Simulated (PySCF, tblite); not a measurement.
# ClH₄SSi₂ radical: geometry, infrared bands and EPR parameters

Wanted: the infrared bands and EPR parameters of ClH₄SSi₂ radical (`[SiH2]S[SiH2]Cl`), by calculation.

The runs use tblite 0.8.0 and PySCF 2.14.0, with density-fitted response routines of our own; the level of theory stands in each step. All values are computed, except where a source is named. Atoms count from 0, in the outputs and in this text.

### 1 The starting structure

8 atoms, charge 0, multiplicity 2; geometry from: force field or distance geometry start.

Bonds of the start (Å): Si0–S1 2.14, S1–Si2 2.11, Si2–Cl3 2.06, Si0–H4 1.48, Si0–H5 1.48, Si2–H6 1.48, Si2–H7 1.49.

### 2 Geometry optimisation with GFN2-xTB

The job: settings as JSON, then the geometry in Å.

```
{"job": {"kind": "relax", "xc": "GFN2-xTB", "basis": "xTB"}, "charge": 0, "multiplicity": 2}
Si     1.779100     0.010400     0.060800
S      0.132900     0.234800     1.416100
Si    -1.373600     0.129200    -0.062000
Cl    -1.360000     1.850900    -1.198800
H      3.029400     0.090200     0.846700
H      1.677800    -1.338900    -0.545700
H     -1.171000    -1.018200    -0.976700
H     -2.705500     0.051000     0.590600
```

Started as:

```bash
> OMP_NUM_THREADS=1 python probes_run.py task.json out
```

This one command runs all jobs of the session in turn.

Output:

```text
step      E/eV     max force
  0    -362.77853    1.306
  1    -362.82437    0.692
  2    -362.84738    0.323
  3    -362.85061    0.290
  4    -362.85762    0.236
  5    -362.85982    0.233
  6    -362.86427    0.179
  7    -362.86658    0.179
  8    -362.86845    0.101
  9    -362.86923    0.078
 10    -362.86997    0.073
 11    -362.87099    0.117
 12    -362.87264    0.175
 13    -362.87474    0.180
 14    -362.87656    0.142
 15    -362.87747    0.069
 16    -362.87786    0.066
 17    -362.87835    0.087
 18    -362.87917    0.105
 19    -362.88036    0.158
 20    -362.88159    0.159
 21    -362.88246    0.100
 22    -362.88295    0.055
 23    -362.88321    0.060
 24    -362.88349    0.061
 25    -362.88383    0.060
 26    -362.88425    0.060
 27    -362.88465    0.050
 28    -362.88485    0.033
 29    -362.88491    0.015
 30    -362.88492    0.009
```

It took 0.19 s on 1 thread of Arm Neoverse V1, shared host.

Along the way:

| step | energy from step 0 (eV) | largest force (eV/Å) |
| --- | --- | --- |
| 0 | 0.0000 | 1.3064 |
| 1 | -0.0458 | 0.6921 |
| 2 | -0.0688 | 0.3227 |
| 3 | -0.0721 | 0.2899 |
| 4 | -0.0791 | 0.2358 |
| 5 | -0.0813 | 0.2326 |
| 6 | -0.0857 | 0.1791 |
| 7 | -0.0881 | 0.1790 |
| 8 | -0.0899 | 0.1006 |
| 9 | -0.0907 | 0.0778 |
| 10 | -0.0914 | 0.0729 |
| 11 | -0.0925 | 0.1174 |
| 12 | -0.0941 | 0.1749 |
| 13 | -0.0962 | 0.1801 |
| 14 | -0.0980 | 0.1416 |
| 15 | -0.0989 | 0.0692 |
| 16 | -0.0993 | 0.0662 |
| 17 | -0.0998 | 0.0868 |
| 18 | -0.1006 | 0.1046 |
| 19 | -0.1018 | 0.1577 |
| 20 | -0.1031 | 0.1588 |
| 21 | -0.1039 | 0.1004 |
| 22 | -0.1044 | 0.0552 |
| 23 | -0.1047 | 0.0598 |
| 24 | -0.1050 | 0.0607 |
| 25 | -0.1053 | 0.0596 |
| 26 | -0.1057 | 0.0600 |
| 27 | -0.1061 | 0.0501 |
| 28 | -0.1063 | 0.0326 |
| 29 | -0.1064 | 0.0148 |
| 30 | -0.1064 | 0.0093 |

Distances of close pairs at the start and the end, largest changes first:

| bond | before (Å) | after (Å) | change (Å) |
| --- | --- | --- | --- |
| Si2–Cl3 | 2.063 | 2.012 | -0.051 |
| Si2–H7 | 1.485 | 1.449 | -0.036 |
| Si0–H4 | 1.479 | 1.450 | -0.029 |
| S1–Si2 | 2.113 | 2.142 | +0.028 |
| Si2–H6 | 1.481 | 1.454 | -0.027 |
| Si0–H5 | 1.483 | 1.457 | -0.026 |
| Si0–S1 | 2.144 | 2.161 | +0.017 |

The next job starts from the end point, and lists it.

### 3 Vibrational analysis with GFN2-xTB

The job: settings as JSON, then the geometry in Å.

```
{"job": {"kind": "ir", "xc": "GFN2-xTB", "basis": "xTB"}, "charge": 0, "multiplicity": 2}
Si     1.905500    -0.049163     0.070922
S      0.142028     0.173883     1.299497
Si    -1.466688     0.164966    -0.114033
Cl    -1.454513     1.821791    -1.255299
H      3.007279     0.110854     1.000236
H      1.836280    -1.340039    -0.601169
H     -1.307154    -0.988497    -0.985564
H     -2.653674     0.115618     0.716325
```

Output:

```text
mode    cm-1     km/mol
  1      30.5      2.79
  2      84.4      0.36
  3     101.6      3.35
  4     161.1      7.05
  5     447.6      3.81
  6     468.5     16.96
  7     493.9    140.83
  8     516.4     56.06
  9     532.3     55.65
 10     570.6     51.38
 11     603.1      9.19
 12     692.9    621.35
 13     713.0    197.36
 14     756.0    180.47
 15    2290.1    119.28
 16    2312.7    245.74
 17    2365.0    303.94
 18    2370.2    109.82
```

Wall time 0.24 s (1 thread of Arm Neoverse V1, shared host).

Which atoms move in the most intense modes:

| cm⁻¹ | km/mol | atoms |
| --- | --- | --- |
| 494 | 140.8 | S1 41 %, Si0 26 %, H7 12 %, Si2 10 % |
| 693 | 621.4 | H6 28 %, H7 27 %, H5 21 %, H4 19 % |
| 713 | 197.4 | H4 29 %, H5 25 %, H6 20 %, H7 18 % |
| 756 | 180.5 | H7 48 %, H6 46 % |
| 2290 | 119.3 | H5 90 % |
| 2313 | 245.7 | H6 88 % |
| 2365 | 303.9 | H4 90 % |
| 2370 | 109.8 | H7 90 % |

### 4 g tensor and hyperfine couplings: B3LYP/pcH-1

The job, as its differences from that of step 3:

```diff
@@ -1,2 +1,2 @@
-{"job": {"kind": "ir", "xc": "GFN2-xTB", "basis": "xTB"}, "charge": 0, "multiplicity": 2}
+{"job": {"kind": "epr", "basis": "pcH-1"}, "charge": 0, "multiplicity": 2}
 Si     1.905500    -0.049163     0.070922
```

Method: UKS B3LYP, pcH-1 on Cl H S Si, non-relativistic, mean-field spin-orbit, GIAO.

Output:

```text
UKS, coarse grid
  cycle   1  E = -1439.82596912  |g| = 2.95e-01
  cycle   2  E = -1439.80772157  |g| = 3.17e-01
  cycle   3  E = -1439.85912103  |g| = 5.97e-02
  cycle   4  E = -1439.86057184  |g| = 1.78e-02
  cycle   5  E = -1439.86071248  |g| = 5.22e-03
  cycle   6  E = -1439.86072692  |g| = 1.28e-03
  cycle   7  E = -1439.86072886  |g| = 4.69e-04
UKS, final grid
  cycle   1  E = -1439.86075961  |g| = 5.03e-04
  cycle   2  E = -1439.86075953  |g| = 6.32e-04
  cycle   3  E = -1439.86075978  |g| = 4.09e-05
  cycle   4  E = -1439.86075978  |g| = 2.00e-05
E = -1439.86075978 Eh   <S^2> = 0.7516 (exact 0.7500)
g shifts (ppm)      1          2          3
  rmc          -148       -148       -148
  gc              1         48         45
  oz_so         308       3482       8429
  total         162       3382       8326
hyperfine (MHz)  atom isotope    a_iso     a_fc   dipolar eigenvalues
    0  29Si    -546.32    -547.04   -161.25     79.46     81.79
    1   33S       2.18       2.08    -14.53    -12.44     26.97
    2  29Si     -18.40     -18.43     -2.00      0.58      1.42
    3  35Cl      -0.03      -0.07     -1.17     -1.03      2.19
    4    1H      49.02      48.99     -8.61      0.56      8.05
    5    1H      91.98      91.93     -8.57      1.10      7.48
    6    1H      -0.14      -0.14     -1.50     -1.17      2.67
    7    1H      -1.52      -1.52     -1.12     -0.77      1.89
```

It took 31 s on 1 thread of Arm Neoverse V1, shared host; peak memory 0.64 GiB.

Principal g values 2.00248, 2.00570, 2.01065; g(iso) = 2.00628, against 2.00232 for a free electron.

Hyperfine couplings; where a row names several nuclei, a(iso) is their mean (it holds for fast rotation or exchange) and the dipolar term the largest among them:

| nuclei | isotope | a(iso) (MHz) | a(iso) (G, at g = 2.0023) | largest dipolar term (MHz) |
| --- | --- | --- | --- | --- |
| Si0 | 29Si | -546.3 | -194.9 | -161.3 |
| H4, H5 | 1H | 70.5 | 25.2 | -8.6 |
| Si2 | 29Si | -18.4 | -6.6 | -2.0 |
| S1 | 33S | 2.2 | 0.8 | 27.0 |
| H6, H7 | 1H | -0.8 | -0.3 | 2.7 |
| Cl3 | 35Cl | 0.0 | 0.0 | 2.2 |

Mulliken spin populations:

| atom | value (e) |
| --- | --- |
| Si0 | 0.85 |
| S1 | 0.10 |
| Si2 | 0.00 |
| Cl3 | 0.00 |
| H4 | 0.01 |
| H5 | 0.03 |
| H6 | 0.00 |
| H7 | 0.00 |

In first order the couplings over 0.8 MHz of 1H give 9 distinct lines over 50.9 G, if the averaged nuclei exchange fast; the same motion can average rows kept apart here too.

Orbitals, density, ELF and potential are computed afterwards from the orbital file.

ELF in a plane through or near 4 of the atoms.

Ten even steps from '0' (0.00) to '9' (1.00):
```
0000000000000000000000000000
0000000000000000000000000000
0000000000013331000000000000
0000000000146764100000000000
0000234100278886200000000000
0001688400379987200000000000
0006999940378787311221000000
0018999973684268624664100000
0018999972586478301886200000
0005999921177676263575100000
0001456411144343274242000000
0000002576631015422210000000
0000003899960028999510000000
0000005999980039999710000000
0000005999970039999810000000
0000004999950019999710000000
0000000478610005887200000000
0000000011000000221000000000
0000000000000000000000000000
0000000000000000000000000000
```
The map spans 11.3 Å across and 8.0 Å up, centred on the molecule. Atoms in the plane (x, y in Å): Si2 (1.5, 0.0), H4 (-3.1, 0.8), H5 (-1.9, -1.4), H6 (1.3, -1.4).

On the surface of density 0.002 e/bohr³ the electrostatic potential runs, from the 1st to the 99th percentile, from -0.69 V near S1 to 1.45 V near H7.

The spin density lies nearest to Si0 64 %; S1 13 %; H4, H5 about 10 % each.

### 5 What came out

| quantity | value |
| --- | --- |
| strongest single infrared mode (GFN2-xTB) | 693 cm⁻¹, 621 km/mol |
| zero-point energy (GFN2-xTB) | 22.2 kcal/mol |
| g(iso) (B3LYP) | 2.00628 |
| ⟨S²⟩ | 0.752 (exact 0.75) |
| largest a(iso) (averaged by class) | 29Si on Si0, -546.3 MHz |
| potential on the surface of density 0.002 e/bohr³, 1st and 99th percentile | -0.69 V and 1.45 V |

Relaxing lowered the energy by 0.106 eV in 30 steps; the close pair that moved most is Si2–Cl3, from 2.063 to 2.012 Å. All 18 modes are real, so the xTB geometry is a minimum. The strongest single mode, at 693 cm⁻¹, is spread over several atoms, H6, H7, H5, H4 among them. Unscaled tight-binding wavenumbers are off by several per cent, some by more. Its intensities can rank the bands wrongly. Most of the unpaired spin sits on Si0 (0.85 e). The isotropic g lies 4.0 ppt above the free-electron value. These values are for one conformer; the search (at its own cheap level) found 1 more, at 0.59 kcal/mol, and measured spectra average over such forms.
